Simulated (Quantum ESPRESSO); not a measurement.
SnSe2:

```
Sn Se
1.0
     3.81100    0.00000    0.00000
    -1.90550    3.30042    0.00000
     0.00000    0.00000    6.13600
Sn Se
1 2
Direct
  0.00000 0.00000 0.00000
  0.66667 0.33333 0.75100
  0.33333 0.66667 0.24900
```

```yaml
Program: Quantum ESPRESSO 7.5
Task: relaxation of cell and atoms
Functional: PBEsol
Dispersion: D3(BJ)
Potentials_or_basis: GBRV 1.5 PBEsol
Cutoff: 925 eV
Density_cutoff: 7401 eV
k_mesh: 7 × 7 × 4
Occupations: fermi-dirac, width 0.05 eV
Spin: no spin polarisation
```

At the start: pressure 0.6 GPa; volume 25.73 Å³/atom.

How do energy, volume and symmetry change on relaxing?

Over 12 steps the energy falls by 24.2 meV/atom and the volume is 23.98 Å³/atom (-6.8 %); space group P-3m1 (No. 164, to 0.05 Å).

The path:
| step | energy change (eV) | largest force (eV/Å) | pressure (GPa) | volume (Å³) |
| --- | --- | --- | --- | --- |
| 1 | 0.0000 | 0.6207 | 0.62 | 77.18 |
| 2 | -0.0110 | 0.5074 | 0.17 | 77.29 |
| 3 | -0.0335 | 0.0701 | -1.43 | 77.46 |
| 4 | -0.0361 | 0.0327 | -1.48 | 77.23 |
| 5 | -0.0483 | 0.1064 | -0.77 | 74.82 |
| 6 | -0.0511 | 0.0406 | -0.31 | 74.32 |
| 7 | -0.0537 | 0.0737 | 0.40 | 73.65 |
| 8 | -0.0551 | 0.1047 | 0.57 | 73.42 |
| 9 | -0.0624 | 0.1858 | 1.10 | 72.29 |
| 10 | -0.0679 | 0.1693 | 0.96 | 71.81 |
| 11 | -0.0717 | 0.0780 | 0.43 | 71.73 |
| 12 | -0.0725 | 0.0182 | 0.05 | 71.93 |

Final structure:
```
Sn Se
1.0
     3.79872    0.00000    0.00000
    -1.89936    3.28979    0.00000
     0.00000    0.00000    5.75589
Sn Se
1 2
Cartesian
  0.0000 0.0000 0.0000
  1.8994 1.0966 4.1736
  0.0000 2.1932 1.5823
```
